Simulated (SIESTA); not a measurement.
The system is HfIn4SiO6.

```
Hf In Si O
1.0
     5.33162    0.01593   -0.04837
    -2.57933    4.88198   -0.01914
    -1.51813   -1.22216    9.45525
Hf In Si O
1 4 1 6
Cartesian
  0.4788 -0.1503 3.7956
  -2.0281 1.7443 8.2116
  0.4038 3.1078 3.2589
  2.0643 1.3901 1.1100
  2.8549 1.2057 5.2841
  2.1961 4.5946 0.2960
  -0.3796 1.3897 4.6000
  2.3277 3.2702 4.5516
  1.3322 1.9300 9.2685
  4.9498 -0.2322 1.9726
  -1.2826 -0.1993 9.2428
  0.5784 4.6309 -0.0414
```

The cell was built by a generator and needn't be a form met in nature.

```yaml
Program: SIESTA 5.4.2
Task: single point
Functional: PBE
Potentials_or_basis: PseudoDojo 0.4 standard (PBE files)
Basis: DZP (energy shift 0.003 Ry; two zetas on semicore shells)
Grid_cutoff: 800 Ry
Energy_shift: 0.003 Ry
k_mesh: 6 × 6 × 3
Occupations: fermi-dirac, width 0.05 eV
Spin: no spin polarisation
```

On this cell: pressure 1.5 GPa; largest force 0.477 eV/Å; band gap on the k mesh 1.06 eV, indirect (least direct gap 1.20 eV).

The same run follows on a disturbed copy (atoms moved at random, drawn with an rms of 0.05 Å):

```
Hf In Si O
1.0
     5.33162    0.01593   -0.04837
    -2.57933    4.88198   -0.01914
    -1.51813   -1.22216    9.45525
Hf In Si O
1 4 1 6
Direct
  0.23704 0.06028 0.40893
  0.15035 0.59304 0.86986
  0.52110 0.72264 0.34559
  0.57446 0.31523 0.12283
  0.87859 0.38718 0.56227
  0.87433 0.94927 0.03938
  0.26011 0.40717 0.48251
  0.95895 0.79903 0.48837
  0.84536 0.64204 0.98075
  0.98817 0.99376 0.21101
  0.13374 0.20946 0.98358
  0.56694 0.94969 0.00137
```

Task: What changes?

Result: The energy moves by +20.8 meV/atom; pressure 2.0 GPa; largest force 3.084 eV/Å; band gap on the k mesh 1.19 eV, indirect (least direct gap 1.33 eV).

Forces on the atoms (eV/Å):
```
Hf   0.876  2.155 -2.025
In   0.161 -0.413 -0.389
In  -0.102 -0.019 -0.413
In  -0.143  0.201  0.111
In   0.054 -0.220  0.379
Si   1.746 -0.270 -0.707
O    0.017 -0.047  0.232
O   -1.137 -1.818  1.274
O   -0.774  0.167  0.317
O    0.271 -0.093  1.868
O    0.150  0.434 -0.415
O   -1.120 -0.077 -0.234
```

Stress tensor (GPa, compression positive):
```
 2.42  1.47 -0.88
 1.47  2.45 -1.04
-0.88 -1.04  1.26
```

Caveats: short orbitals over semicore shells can move pressures by several GPa; spin-orbit coupling is left out, which moves the levels of the heavy elements; an odd mesh through Γ misses points on the zone boundary, where band edges often lie; the basis of atomic orbitals isn't converged, which shifts pressures, moduli and gaps.
